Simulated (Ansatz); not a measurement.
# AlNi3: the cost of one run

Program: Ansatz 0.2.0. Level of theory: DFT PBEsol, scalar-relativistic, plane waves, PAW. These are calculated values, not measurements.

1 further run of the same task is left out (set aside as unsound or not needed).

## (1) The system as given

It takes space group Fm-3m (No. 225, cubic). Conventional cell: a = 5.597 Å, b = 5.597 Å, c = 5.597 Å, α = 90.00°, β = 90.00°, γ = 90.00°. Al (site symmetry m-3m) has 8 Ni at 2.42 Å as nearest neighbours. Ni (site symmetry -43m) is surrounded by 4 Al at 2.42 Å and 4 Ni at 2.42 Å. Ni (site symmetry m-3m) has 8 Ni at 2.42 Å as nearest neighbours.

Structure file:

```cif
data_structure
_symmetry_space_group_name_H-M 'Fm-3m'
_symmetry_Int_Tables_number 225
_cell_length_a 5.5968
_cell_length_b 5.5968
_cell_length_c 5.5968
_cell_angle_alpha 90.000
_cell_angle_beta 90.000
_cell_angle_gamma 90.000
_cell_volume 175.32
loop_
_atom_site_label
_atom_site_type_symbol
_atom_site_symmetry_multiplicity
_atom_site_Wyckoff_symbol
_atom_site_fract_x
_atom_site_fract_y
_atom_site_fract_z
_atom_site_occupancy
Al1 Al 4 b 0.50000 0.00000 0.00000 1
Ni1 Ni 8 c 0.25000 0.75000 0.75000 1
Ni2 Ni 4 a 0.00000 0.00000 0.00000 1
```

It goes back to an entry of the Materials Project, which need not be the stable form.

It is the result of an earlier relaxation at this level (volume 10.96 Å³/atom; gap on the mesh: none (metal)).

## (2) Bands, states and charges

Contents of input.yaml:

```yaml
crystal:
  lattice:
    - [0.0, 2.7984078661, 2.7984078661]
    - [2.7984078661, 0.0, 2.7984078661]
    - [2.7984078661, 2.7984078661, 0.0]
  atoms:
    - { symbol: Al, position: [0.5, 0.5, 0.5] }
    - { symbol: Ni, position: [0.25, 0.25, 0.25] }
    - { symbol: Ni, position: [0.0, 0.0, 0.0] }
    - { symbol: Ni, position: [0.75, 0.75, 0.75] }
basis:
  ecutwfc: 420
kpoints:
  mp_grid: { grid: [14, 14, 14] }
  band_path:
    path:
      - [[0.0, 0.0, 0.0], [0.5, 0.0, 0.5], [0.625, 0.25, 0.625]]
      - [[0.375, 0.375, 0.75], [0.0, 0.0, 0.0], [0.5, 0.5, 0.5], [0.5, 0.25, 0.75], [0.5, 0.0, 0.5]]
    npoints: 14
hamiltonian:
  xc: pbesol
scf:
  occupations: { method: gaussian, width: 0.1 }
  n_extra_bands: 10
output:
  forces: true
  stress: true
  eigenvalues: true
  populations: true
  dos: { projected: true, de: 0.02, nscf_kmesh: { grid: [21, 21, 21] } }
  bader: true
  write_density: true
  write_potential: true
  elf: true
  volumetric_format: npy
```

The run is started by

```
$ ansatz run input.yaml --threads 1 --pin off --max-ram 2560MiB --backend cpu --events-out ev --progress --plain --runs-dir out
```

Q: Estimate wall time and peak memory on 1 thread of Intel Xeon at 2.50GHz (Skylake/Cascade Lake), shared host.

About 2.1 min, with a peak of 0.54 GiB.
